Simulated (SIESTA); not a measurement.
A run of SIESTA 5.4.2:

File MoPRu.fdf:

```
SystemName                      MoPRu
SystemLabel                     MoPRu
NumberOfSpecies                 3
NumberOfAtoms                   9
%block ChemicalSpeciesLabel
  1  44 Ru
  2  42 Mo
  3  15 P
%endblock ChemicalSpeciesLabel

LatticeConstant                 1.0 Ang
%block LatticeVectors
     6.0132075611     0.0000000000     0.0000000000
    -3.0066037805     5.2075905061     0.0000000000
     0.0000000000     0.0000000000     3.8574399900
%endblock LatticeVectors
AtomicCoordinatesFormat         Fractional
%block AtomicCoordinatesAndAtomicSpecies
     0.7332060000    -0.0021550000    -0.0129340000  1  Ru
     0.2585460000     0.2639380000     0.0173640000  1  Ru
     0.0042150000     0.7398760000    -0.0028680000  1  Ru
     0.3998260000     0.0029970000     0.5046910000  2  Mo
     0.5978670000     0.5913060000     0.5016630000  2  Mo
     0.0110020000     0.4152020000     0.4989870000  2  Mo
     0.0008830000    -0.0053500000     0.4931630000  3  P
     0.6702150000     0.3438010000     0.0091140000  3  P
     0.3339870000     0.6682720000    -0.0084910000  3  P
%endblock AtomicCoordinatesAndAtomicSpecies

%block kgrid.MonkhorstPack
    5   0   0  0.0
    0   5   0  0.0
    0   0   7  0.0
%endblock kgrid.MonkhorstPack
XC.Functional                   GGA
XC.Authors                      PBEsol
PAO.BasisSize                   DZP
PAO.EnergyShift                 0.003 Ry
Mesh.Cutoff                     800 Ry
OccupationFunction              FD
ElectronicTemperature           0.05 eV
MaxSCFIterations                120
SCF.MustConverge                false
SCF.Mixer.Method                Pulay
SCF.Mixer.Weight                0.25
SCF.Mixer.History               8
SCF.DM.Tolerance                5.0e-05
SCF.H.Tolerance                 1.0e-03 eV
WriteForces                     true
Charge.Mulliken                 end
%block PAO.Basis
  Ru 5
  n=4 0 2
    3.003 0.000
  n=5 0 2
    8.548 0.000
  n=4 1 2
    3.442 0.000
  n=5 1 1
    8.548
  n=4 2 2
    5.925 0.000
  Mo 5
  n=4 0 2
    3.234 0.000
  n=5 0 2
    8.897 0.000
  n=4 1 2
    3.729 0.000
  n=5 1 1
    8.897
  n=4 2 2
    6.735 0.000
%endblock PAO.Basis
```

Potentials or basis: PseudoDojo 0.4 standard (PBEsol files), DZP (energy shift 0.003 Ry; two zetas on semicore shells).

The run is started by

```sh
$ siesta < MoPRu.fdf > MoPRu.out 2>&1
```

Hardware: 1 thread of Arm Neoverse V2, with other jobs on the host.

**Question.** How long does it take, and how much memory?

**Answer.** It took 6.1 min on 1 thread of Arm Neoverse V2, with other jobs on the host, peak memory 0.85 GiB. Counts: scf iterations 15, k points 88, bands 177.
